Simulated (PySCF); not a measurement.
# [PrF2]2+: other functionals and bases at one geometry

The task here is to estimate one member of a computed series from the others.

Computed with PySCF 2.14.0. Level: several levels, as the steps say, no spin–orbit coupling.

1 further run of the same task is left out (for a known fault of the program).

## The system as given

3 atoms, charge 2, spin multiplicity 1.

Bond lengths: Pr1–F2 1.902 Å, Pr1–F3 1.902 Å. Angles: F2–Pr1–F3 101.1°.

As a file:

```xyz
3

Pr    0.00000    0.00000   -0.42638
F     1.46941    0.00000    0.78170
F    -1.46941    0.00000    0.78170
```

Formal oxidation states: Pr +4. Each metal's 1 4f electrons lie in its core potential, so multiplicities, spins and levels count the valence alone. An earlier session relaxed this geometry at PBE0, Pr lcecp-2-SVP with ECP47, F def2-SVP (singlet, point group C2v).

At PBE0 on the finer grid: E = -237.929275 Eh, frontier levels not given, since the 4f levels lie in the core, Mulliken charge on Pr1 +2.28 e, largest force component 0.009 eV/Å. 

Levels to run: r2SCAN; B3LYP; PBE0, TZVP. Hardware: 2 threads of Intel Xeon Platinum 8488C (Sapphire Rapids), shared host.

Set-up of the first run:

run.py (the lines that set the calculation)

```python
mol = gto.M(atom='''
Pr     0.00000     0.00000    -0.42638
F      1.46941     0.00000     0.78170
F     -1.46941     0.00000     0.78170''',
    basis={'Pr': 'lcecp-2-SVP', 'F': 'def2-SVP'},
    ecp={'Pr': 'lcecp-2-SVP'},
    charge=2, spin=0)
mf = dft.RKS(mol, xc='R2SCAN')
mf.grids.atom_grid = (75, 302)  # f atoms: unpruned, at least (60, 302)
mf = mf.density_fit()  # fitting sets: Pr AutoAux, F def2-universal-JKFIT
mf.conv_tol = 1e-08; mf.max_cycle = 55
mf.kernel(dm0)  # dm0: the density of the relaxed state
```

Launch:

```
$ OMP_NUM_THREADS=2 python run.py
```

Steps of the session up to this table: r2SCAN; B3LYP; PBE0, TZVP.

One of the session's tables, all rows but one given; the rest of the session is left out.

| level | charge on Pr1 (e) | dipole (D) | largest force component (eV/Å) |
| --- | --- | --- | --- |
| PBE0 (relaxed here) | 2.28 | 5.72 | 0.01 |
| r2SCAN | ? | ? | ? |
| B3LYP | 2.25 | 5.64 | 0.59 |
| PBE0, TZVP | 2.39 | 5.71 | 0.61 |

Estimate the missing values for r2SCAN.

As computed: charge on Pr1 (e): 2.24; dipole (D): 5.50; largest force component (eV/Å): 0.73. In the column «charge on Pr1 (e)» it is the lowest.

The dipole of a charged species depends on the origin, so these sizes hold for this origin alone.

The largest leftover force, 0.73 eV/Å with r2SCAN, stands at a geometry relaxed at another level. With 4f in the core, its levels are missing from HOMO and gap, and its count is fixed, so no charge can pass from the ligands into it. Total energies of different levels can't be compared.
